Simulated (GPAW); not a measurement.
InSb3:

```
CELL_PARAMETERS angstrom
4.80637 0.00000 0.00000
0.00000 4.80637 0.00000
0.00000 0.00000 4.80637
ATOMIC_POSITIONS crystal
Sb 0.50000 0.50000 0.00000
Sb 0.00000 0.50000 0.50000
Sb 0.50000 0.00000 0.50000
In 0.00000 0.00000 0.00000
```

The cell comes from a database or a generator and needn't be the stable form of this composition.

Program: GPAW 26.7.0. Alike in all runs: no spin polarisation; cell as given; smearing fermi-dirac 0.05 eV. Hardware: 1 thread of Intel(R) Xeon(R) Platinum 8259CL CPU @ 2.50GHz (Skylake/Cascade Lake), with other jobs on the host.

Problem. Order these runs on this cell by their wall time, lowest first.
A. task single point; level LDA; potentials or basis the program's PAW data sets (release 1.2.1) made for this functional, pw; k mesh 5 × 5 × 5; cutoff (eV) 450; maxiter 120; convergence default
B. task single point; level PBEsol; potentials or basis PAW data sets generated in the run's folder for this functional, pw; k mesh 6 × 6 × 6; cutoff (eV) 600; maxiter 150
C. task band structure; level LDA; potentials or basis the program's PAW data sets (release 1.2.1) made for this functional, pw; k mesh 6 × 6 × 6; cutoff (eV) 600; maxiter 150; band path GXMGRX,MR; band points 100

Solution. A (20 s), B (60 s), C (330 s).
